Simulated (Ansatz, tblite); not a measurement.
## A script for NaTlS₂ (GFN2-xTB)

These are simulated results from tblite 0.8.0, not measurements. The cell was built from a prototype and was relaxed with r2SCAN in plane waves (Ansatz 0.2.0). It may be hypothetical. All runs are without spin polarisation.

It is tetragonal, P-4m2 (No. 115); conventional cell a = 4.104 Å, c = 6.639 Å, 27.96 Å³ an atom. Na has 4 S at 2.73 Å; S has 2 Tl at 2.55 Å and 2 Na at 2.73 Å; Tl has 4 S at 2.55 Å.

tblite solves periodic systems at the zone centre alone, so the script builds a cluster of 2×2×2 conventional cells (32 atoms), which folds in a coarse mesh of k points.

run.py reads:

```python
import json
from ase import Atoms
from ase.build import make_supercell
from ase.units import Bohr, GPa, Hartree
from tblite.interface import Calculator

atoms = Atoms(['Na', 'S', 'Tl', 'S'],
              cell=[[4.10449, 0.0, 0.0], [0.0, 4.10449, 0.0], [0.0, 0.0, 6.638935]],
              scaled_positions=[[-0.0, 0.0, 0.0], [0.0, 0.5, 0.270867], [0.5, 0.5, 0.5], [0.5, 0.0, 0.729133]],
              pbc=True)
cluster = make_supercell(atoms, [[2, 0, 0], [0, 2, 0], [0, 0, 2]])
calc = Calculator('GFN2-xTB', cluster.numbers, cluster.positions / Bohr, lattice=cluster.cell[:] / Bohr, periodic=cluster.pbc)
calc.set('temperature', 0.02 / Hartree)
calc.set('max-iter', 150)
res = calc.singlepoint()
levels = res.get('orbital-energies') * Hartree
nv = round(res.get('orbital-occupations').sum() / 2)
cells = len(cluster) // len(atoms)
out = {'energy_per_cell': res.get('energy') * Hartree / cells, 'homo': levels[nv - 1], 'lumo': levels[nv],
       'stress': (-res.get('virial') * Hartree / cluster.get_volume() / GPa).tolist(), 'charges': res.get('charges')[:len(atoms)].tolist(), 'electrons': 2 * nv / cells}
json.dump(out, open('results.json', 'w'))
for key, value in out.items():
    print(key, value)
```

Command: `python run.py`. It took 3.7 s on 1 thread of Arm Neoverse N1, on a shared host, peak memory 0.096 GiB.

What it printed:

```
------------------------------------------------------------
  cycle        total energy    energy error   density error
------------------------------------------------------------
      1     -67.35347836719  -6.7416374E+01   7.6741578E-01
      2     -67.61058215010  -2.5710378E-01   3.0873823E-01
      3     -67.73013547247  -1.1955332E-01   1.3187254E-01
      4     -67.78222212645  -5.2086654E-02   5.7892591E-02
      5     -67.76523014400   1.6991982E-02   2.1460119E-01
      6     -67.77152406562  -6.2939216E-03   1.6489091E-01
      7     -67.78325115378  -1.1727088E-02   1.3629509E-01
      8     -67.78329136957  -4.0215791E-05   1.3615461E-01
      9     -67.78257272994   7.1863962E-04   1.3947254E-01
     10     -67.70852609743   7.4046633E-02   2.4469043E-01
     11     -67.74096659495  -3.2440498E-02   2.3586243E-01
     12     -67.75222286745  -1.1256273E-02   1.2139269E-01
     13     -67.80253762183  -5.0314754E-02   3.1391181E-02
     14     -67.79822651977   4.3111021E-03   2.2375388E-02
     15     -67.79816949264   5.7027133E-05   2.0914249E-02
     16     -67.80529226766  -7.1227750E-03   3.8026087E-02
     17     -67.80642335423  -1.1310866E-03   1.7278549E-02
     18     -67.80816892253  -1.7455683E-03   2.1920598E-02
     19     -67.80875505100  -5.8612847E-04   2.1435231E-02
     20     -67.80911170773  -3.5665673E-04   1.9775793E-02
     21     -67.80971801886  -6.0631114E-04   1.5399957E-03
     22     -67.80925690471   4.6111416E-04   1.7939557E-02
     23     -67.80973767655  -4.8077185E-04   4.5654096E-03
     24     -67.80975775098  -2.0074428E-05   2.6027206E-03
     25     -67.80976517459  -7.4236042E-06   1.9355667E-03
     26     -67.80976799850  -2.8239159E-06   1.6515769E-03
     27     -67.80977228792  -4.2894227E-06   3.4049483E-04
     28     -67.80977302928  -7.4135201E-07   3.6478127E-04
     29     -67.80977361934  -5.9006744E-07   1.6132543E-04
     30     -67.80977390598  -2.8664054E-07   6.5420484E-05
     31     -67.80977396664  -6.0654884E-08   9.2560331E-05
     32     -67.80977397965  -1.3009227E-08   6.7606590E-05
     33     -67.80977398764  -7.9940463E-09   5.7657383E-05
     34     -67.80977398921  -1.5660504E-09   6.3787291E-05
     35     -67.80977399381  -4.6028248E-09   5.0245680E-05
     36     -67.80977399795  -4.1388972E-09   1.7273581E-05
------------------------------------------------------------

 total:                                   2.775 sec
energy_per_cell -230.64974206041578
homo -10.131909311380653
lumo -10.093930510610045
stress [[0.9159626430006884, -2.2730226170716178e-06, -5.15715933196435e-06], [-2.2730226170940108e-06, 0.9159785692374501, -5.105699632003638e-06], [-5.157159331953697e-06, -5.105699631945272e-06, 0.907922630256216]]
charges [0.7767225341514125, -0.4743426395474619, 0.17185741509625285, -0.47432391884469716]
electrons 16.0
```

The cycle table is in hartree for the whole cluster, and the lines after it are in eV (the energy for one cell). The printed stress is in GPa and positive in compression, and the pressure is its mean diagonal.

GFN2-xTB gives a gap of 0.04 eV. On the same cell, plane-wave PBE (Ansatz, 6×6×4 k points and the special points) gives a gap of 0.80 eV and r2SCAN a gap of 1.08 eV; on shared hosts these took about 15 and 34 core-seconds on the 4-atom cell, against 3.7 for the script. Spin-orbit coupling, left out in all these runs, can cut or reorder the gap by tenths of an eV, up to about 1 eV with Pb or Bi. This method closes a gap that PBE finds, a failure in kind.

The same script was run on cells scaled at fixed shape and fractional coordinates:

```json
{"volume (Å³/atom)": "24.61", "energy (meV/atom)": "52.2", "pressure (GPa, positive in compression)": "4.43", "gap (eV)": "0.12"}
{"volume (Å³/atom)": "26.28", "energy (meV/atom)": "17.1", "pressure (GPa, positive in compression)": "2.33", "gap (eV)": "0.07"}
{"volume (Å³/atom)": "27.96", "energy (meV/atom)": "0.0", "pressure (GPa, positive in compression)": "0.91", "gap (eV)": "0.04"}
{"volume (Å³/atom)": "29.64", "energy (meV/atom)": "-22.1", "pressure (GPa, positive in compression)": "-0.32", "gap (eV)": "0.01"}
{"volume (Å³/atom)": "31.32", "energy (meV/atom)": "-13.9", "pressure (GPa, positive in compression)": "-1.19", "gap (eV)": "0.00"}
```

The pressure crosses zero near 29.2 Å³/atom, but the curve is too rough for a fit. Between some volumes the energy jumps against the pressure, likely to another self-consistent state.

xTB was fitted mostly to molecules, and a small cluster samples few k points, so gaps, pressures and kinks along a curve can be far from a solid's.

Spin-orbit coupling is left out; in compounds of Pb, Bi, Tl or Hg it can lower a gap by up to about 1 eV, split its edges or invert the bands.
